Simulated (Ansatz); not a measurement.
Predict the output of the script below (Ansatz's Python interface).

`run_smear.py`:
```python
import warnings

import ansatz

warnings.simplefilter("ignore", ansatz.DeckWarning)

cell = (
    ansatz.Lattice.from_parameters(3.17, 3.17, 3.533, alpha=90, beta=90, gamma=120)
    .space_group(191)
    .atom("Zr", (0.0, 0.0, 0.0))
    .atom("B", (1 / 3, 2 / 3, 0.5))
)

calc = (
    cell.calculation()
    .kpoints(spacing=0.22)
    .functional("r2SCAN")
    .scf(tolerance=1e-09)
    .pseudopotentials("paw")
    .basis(20 * ansatz.Ha)
    .forces()
    .stress()
)

rows = []
for value in [0.25, 0.15, 0.1, 0.05, 0.025]:
    summary = calc.occupations("gaussian", width=value).run(threads=1, backend="cpu").report
    rows.append((value, summary["free_energy_ev"] / len(summary["lattice"]["sites"]), summary["n_iterations"], sum(summary["stress_gpa"][i][i] for i in range(3)) / 3, max(abs(f) for row in summary["forces_ev_ang"] for f in row), summary["n_kpoints"]))

print("  width (eV)   F/atom (eV)    iterations       P (GPa)  max component (eV/A)      k-points")
for row in rows:
    print(f"{str(row[0]):>12s}  {row[1]:12.5f}  {row[2]:12d}  {row[3]:12.3f}  {row[4]:20.4f}  {row[5]:12d}")

for row in rows[:-1]:
    shift = 1000 * (row[1] - rows[-1][1])
    print(f"{row[0]}: {shift:+.2f} meV/atom" + ("  (within 5 meV)" if abs(shift) < 5 else ""))
```

Running `python run_smear.py` prints:
```text
  width (eV)   F/atom (eV)    iterations       P (GPa)  max component (eV/A)      k-points
        0.25   -1503.78023             9         0.758                0.0000            80
        0.15   -1503.77968             9         0.746                0.0000            80
         0.1   -1503.77952             8         0.744                0.0000            80
        0.05   -1503.77941             8         0.743                0.0000            80
       0.025   -1503.77936             8         0.743                0.0000            80
0.25: -0.87 meV/atom  (within 5 meV)
0.15: -0.32 meV/atom  (within 5 meV)
0.1: -0.16 meV/atom  (within 5 meV)
0.05: -0.05 meV/atom  (within 5 meV)
```

Going from 0.025 to 0.25 eV changes F by -0.9 meV an atom. With this scheme F falls roughly as the square of the width; the report's estimate for zero width (energy_sigma0_ev) moves by only +0.0 meV. The pressure moves from 0.74 to 0.76 GPa.

Notes:
- Spin is left out of this run.
- The program warned that this SCF threshold is loose for forces or stresses.
- Forces vanish by symmetry here and test nothing.
- The narrowest width needs the finest mesh, so the last row is no converged reference.
- Pressure is positive in compression.
- The starting cell is as deposited in a crystallographic database; the results hold for this polymorph, which needn't be the stable one.
- The script silences the warnings on its input, which a real study should read.
- It ran for 13 s on 1 thread of AMD EPYC 9R45 96-Core Processor (Zen 5) (shared host), peak memory 0.49 GiB.
